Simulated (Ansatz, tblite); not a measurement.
**The cluster B7N6+: a ladder of methods and basis sets**

One table from this session's results is given with a row withheld; the runs are named, their logs left out.

Computed with Ansatz 0.2.0, Gaussian basis. Level: as each input shows.

Levels to be run: GFN1-xTB, GFN2-xTB, PBE-D4/def2-TZVP, r2SCAN-D4/def2-TZVP, r2SCANh-D4/def2-TZVP, PBE-D4/def2-SVP, PBE0-D4/def2-SVP, HF/STO-3G, CCSD(T)/def2-SVP.

2 further runs of the same task are left out: 2 set aside as unsound or not needed.

**The relaxed structure**

The singlet was relaxed beforehand with PBE-D4/def2-SVP. At that level it is the lowest of the isomers that a small search found.

13 atoms, charge 1, spin multiplicity 1.

Bond lengths: B1–B7 1.639 Å, B1–N8 1.279 Å, B2–N11 1.330 Å, B2–N12 1.330 Å, B3–N9 1.301 Å, B3–N13 1.363 Å, B4–N10 1.347 Å, B4–N11 1.316 Å, B5–N9 1.347 Å, B5–N12 1.316 Å, B6–N8 1.363 Å, B6–N10 1.301 Å, B7–N13 1.279 Å. Angles: B7–B1–N8 153.8°, N11–B2–N12 174.0°, N9–B3–N13 169.9°, N10–B4–N11 173.2°, N9–B5–N12 173.2°, N8–B6–N10 169.9°, B1–B7–N13 153.8°, B1–N8–B6 142.0°, B3–N9–B5 131.0°, B4–N10–B6 131.0°, B2–N11–B4 133.0°, B2–N12–B5 133.0°, B3–N13–B7 142.0°.

The ion is computed in the gas phase, without counter-ions or solvent.

PBE0-D4/def2-TZVP was run before; its log isn't repeated, and its numbers join the tables.

Set-up of the first run:

Tight binding, by tblite at 300 K electronic temperature and without a spin-polarisation term:

```python
tblite.interface.Calculator('GFN1-xTB', numbers, positions, charge=1, uhf=0).singlepoint()
```

Tight binding, by tblite at 300 K electronic temperature and without a spin-polarisation term:

```python
tblite.interface.Calculator('GFN2-xTB', numbers, positions, charge=1, uhf=0).singlepoint()
```

start.molden holds the orbitals of an earlier run on this state, given as this run's starting guess.

in.yaml reads:

```yaml
crystal:
  periodic: [false, false, false]
  atoms:
    - {symbol: B, position_ang: [2.154703, -0.623586, 1.668467]}
    - {symbol: B, position_ang: [-1.911160, 1.249694, -1.188697]}
    - {symbol: B, position_ang: [0.125213, -2.531470, -0.954285]}
    - {symbol: B, position_ang: [-0.663963, 2.513162, 0.465366]}
    - {symbol: B, position_ang: [-1.560976, -1.059440, -1.847226]}
    - {symbol: B, position_ang: [1.182192, 1.675880, 1.768326]}
    - {symbol: B, position_ang: [1.816452, -1.970317, 0.797141]}
    - {symbol: N, position_ang: [1.971326, 0.593191, 2.018441]}
    - {symbol: N, position_ang: [-0.877996, -2.213360, -1.719615]}
    - {symbol: N, position_ang: [0.324411, 2.573437, 1.378468]}
    - {symbol: N, position_ang: [-1.586121, 2.307103, -0.450129]}
    - {symbol: N, position_ang: [-2.133494, 0.125000, -1.863122]}
    - {symbol: N, position_ang: [1.159393, -2.639294, -0.073156]}
basis:
  gaussian: {orbitals: def2-TZVP, initial_orbitals: start.molden}
total_charge: 1
hamiltonian: {xc: pbe, dispersion: d4}
scf: {omitted_lower_state_checks: [starts]}
output: {forces: true, orbitals: {seedname: orbitals}}
```

The run is started by

```
> ansatz run in.yaml --threads 6 --pin off --events-out ev --progress --plain --max-ram 7833MiB
```

Among the steps run: PBE-D4/def2-TZVP; r2SCAN-D4/def2-TZVP; r2SCANh-D4/def2-TZVP; PBE-D4/def2-SVP; PBE0-D4/def2-SVP; HF/STO-3G; CCSD(T)/def2-SVP.

One of the session's tables, all rows but one given; the rest of the session is left out.

```
               level  HOMO (eV)  LUMO (eV)  gap (eV)
           HF/STO-3G     -12.21      -1.01     11.20
     PBE-D4/def2-SVP          ?          ?         ?
    PBE-D4/def2-TZVP     -10.91      -8.38      2.53
 r2SCAN-D4/def2-TZVP     -11.09      -8.28      2.81
r2SCANh-D4/def2-TZVP     -11.52      -8.00      3.52
    PBE0-D4/def2-SVP     -12.09      -7.64      4.45
   PBE0-D4/def2-TZVP     -12.04      -7.63      4.41
```

Estimate the missing values for PBE-D4/def2-SVP.

The run gave: HOMO (eV): -10.94; LUMO (eV): -8.38; gap (eV): 2.56. In the column «HOMO (eV)» it lies between r2SCAN-D4/def2-TZVP (-11.09) and PBE-D4/def2-TZVP (-10.91).
